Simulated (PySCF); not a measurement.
# ClGdO (Gd(O)(Cl)-): the cost of one run

Program: PySCF 2.14.0. Level of theory: PBE0, Gd lcecp-0-SVP with ECP54, O def2-SVP, Cl def2-SVP; scalar-relativistic core potentials, no spin–orbit coupling. These are calculated values, not measurements.

1 further run of the same task is left out (for a known fault of the program).

## (1) Where the work starts

3 atoms, charge -1, spin multiplicity 1.

Bond lengths: Gd1–O2 1.948 Å, Gd1–Cl3 2.783 Å. Angles: O2–Gd1–Cl3 131.8°.

As a file:

```xyz
3
ClGdO
Gd    0.00000    0.00000    0.00000
O     1.77810    0.00000    0.79580
Cl   -2.54020    0.00000    1.13680
```

Formal oxidation states: Gd +2. Each metal's 8 4f electrons lie in its core potential, so multiplicities, spins and levels count the valence alone. For divalent La, Ce, Gd or Lu the extra electron is normally 5d or 6s, so this core forces an excited configuration.

## (2) SCF at the start, singlet

run.py (the lines that set the calculation)

```python
mol = gto.M(atom='''
Gd     0.00000     0.00000     0.00000
O      1.77810     0.00000     0.79580
Cl    -2.54020     0.00000     1.13680''',
    basis={'Gd': 'lcecp-0-SVP', 'O': 'def2-SVP', 'Cl': 'def2-SVP'},
    ecp={'Gd': 'lcecp-0-SVP'},
    charge=-1, spin=0)
mf = dft.RKS(mol, xc='PBE0')
mf.grids.atom_grid = (50, 194)  # f atoms: unpruned, at least (60, 302)
mf = mf.density_fit()  # fitting sets: Gd AutoAux, O def2-universal-JKFIT, Cl def2-universal-JKFIT
mf.conv_tol = 1e-08; mf.max_cycle = 55
mf.kernel(dm0)  # dm0: free metal ions and neutral atoms
```

The run is started by

```sh
> OMP_NUM_THREADS=2 python run.py
```

Q: Estimate wall time and peak memory on 2 threads of Intel Xeon Platinum 8375C at 2.90GHz (Ice Lake), shared host.

About 1.7 s, with a peak of 0.32 GiB.
